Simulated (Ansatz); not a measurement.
**CH7FGeSi: a ladder of functionals and wavefunction methods**

An exercise on one series of results from a longer session: the logs are not shown, and one member is left open.

Program: Ansatz 0.2.0, Gaussian basis. Level of theory: functionals in def2-TZVPP, the program's frozen cores in correlated methods. These are calculated values, not measurements.

The runs, in order: LDA (SPW92), PBE-D4, revPBE-D4, BLYP-D4, r2SCAN-D4, B97M-V, PBE0-D4, B3LYP-D4, r2SCANh-D4, r2SCAN0-D4, HSE06-D4, BHLYP-D4, CAM-B3LYP-D4, LC-ωPBE, ωB97X-V, ωB97M-V, B2PLYP, PBE-QIDH; CCSD(T)/def2-SVP; CCSD(T)/def2-TZVPP; MP2/def2-QZVPP; extrapolation to the limit; RPA on PBE.

## Structure used throughout

The geometry comes from an earlier relaxation with PBE0-D4 in a triple-zeta def2 set; it is a stationary point, not always the lowest conformer.

SMILES `[CH3][GeH]([F])[SiH3]`, 11 atoms, charge 0, spin multiplicity 1.

Atoms are counted from 1 here; the program's logs count them from 0.

Bond lengths: C1–Ge2 1.944 Å, C1–H5 1.090 Å, C1–H6 1.092 Å, C1–H7 1.091 Å, Ge2–F3 1.757 Å, Ge2–Si4 2.388 Å, Ge2–H8 1.543 Å, Si4–H9 1.486 Å, Si4–H10 1.485 Å, Si4–H11 1.488 Å. Angles: Ge2–C1–H5 110.1°, Ge2–C1–H6 110.2°, Ge2–C1–H7 109.6°, H5–C1–H6 108.9°, H5–C1–H7 109.1°, H6–C1–H7 108.9°, C1–Ge2–F3 105.6°, C1–Ge2–Si4 115.0°, C1–Ge2–H8 111.4°, F3–Ge2–Si4 105.7°, F3–Ge2–H8 104.8°, Si4–Ge2–H8 113.3°, Ge2–Si4–H9 109.6°, Ge2–Si4–H10 110.4°, Ge2–Si4–H11 109.0°, H9–Si4–H10 109.7°, H9–Si4–H11 108.9°, H10–Si4–H11 109.2°.

The first run:

The input, in.yaml:

```yaml
crystal:
  periodic: [false, false, false]
  atoms:
    - {symbol: C, position_ang: [-1.020137, 1.435704, -0.418907]}
    - {symbol: Ge, position_ang: [0.583088, 0.336748, -0.457464]}
    - {symbol: F, position_ang: [1.813966, 1.270016, 0.378853]}
    - {symbol: Si, position_ang: [0.420584, -1.728872, 0.729591]}
    - {symbol: H, position_ang: [-1.337400, 1.600957, 0.610966]}
    - {symbol: H, position_ang: [-1.828242, 0.943500, -0.963430]}
    - {symbol: H, position_ang: [-0.814374, 2.398973, -0.887231]}
    - {symbol: H, position_ang: [1.120411, 0.174859, -1.895164]}
    - {symbol: H, position_ang: [-0.022032, -1.469542, 2.124273]}
    - {symbol: H, position_ang: [1.733686, -2.422246, 0.741714]}
    - {symbol: H, position_ang: [-0.584149, -2.596998, 0.057399]}
basis:
  gaussian: {orbitals: def2-TZVPP}
hamiltonian: {xc: lda}
output: {orbitals: {seedname: orbitals}}
```

Started as:

```console
$ ansatz run in.yaml --threads 4 --pin off --events-out ev --progress --plain --max-ram 10444MiB
```

Steps of the session up to this table: LDA; PBE-D4 (GGA); revPBE-D4 (GGA); BLYP-D4 (GGA); r2SCAN-D4 (meta-GGA); B97M-V (meta-GGA); PBE0-D4 (hybrid); B3LYP-D4 (hybrid); r2SCANh-D4 (hybrid); r2SCAN0-D4 (hybrid); HSE06-D4 (hybrid); BHLYP-D4 (hybrid); CAM-B3LYP-D4 (range-separated); LC-ωPBE (range-separated); ωB97X-V (range-separated); ωB97M-V (range-separated); B2PLYP (double hybrid); PBE-QIDH (double hybrid).

One table of the session follows, with a row left open; its other results are not shown here.

It belongs to the step «Orbital energies across the functionals». 

```
  functional  HOMO (eV)  gap (eV)
 LDA (SPW92)      -7.03      5.66
      PBE-D4      -6.93      5.79
   revPBE-D4      -6.88      5.86
     BLYP-D4      -6.80      5.81
   r2SCAN-D4      -7.21      6.34
      B97M-V      -7.34      6.33
     PBE0-D4      -8.13      7.85
    B3LYP-D4      -7.92      7.44
  r2SCANh-D4      -7.65      7.07
  r2SCAN0-D4      -8.31      8.17
    HSE06-D4      -7.73      7.08
    BHLYP-D4      -9.21      9.85
CAM-B3LYP-D4      -9.41     10.18
     LC-ωPBE     -10.70     12.63
     ωB97X-V          ?         ?
     ωB97M-V     -10.18     11.73
```

**Question.** Estimate the row for ωB97X-V.

**Answer.** HOMO (eV): -10.37; gap (eV): 12.17. In the column «HOMO (eV)» it lies between LC-ωPBE (-10.70) and ωB97M-V (-10.18).
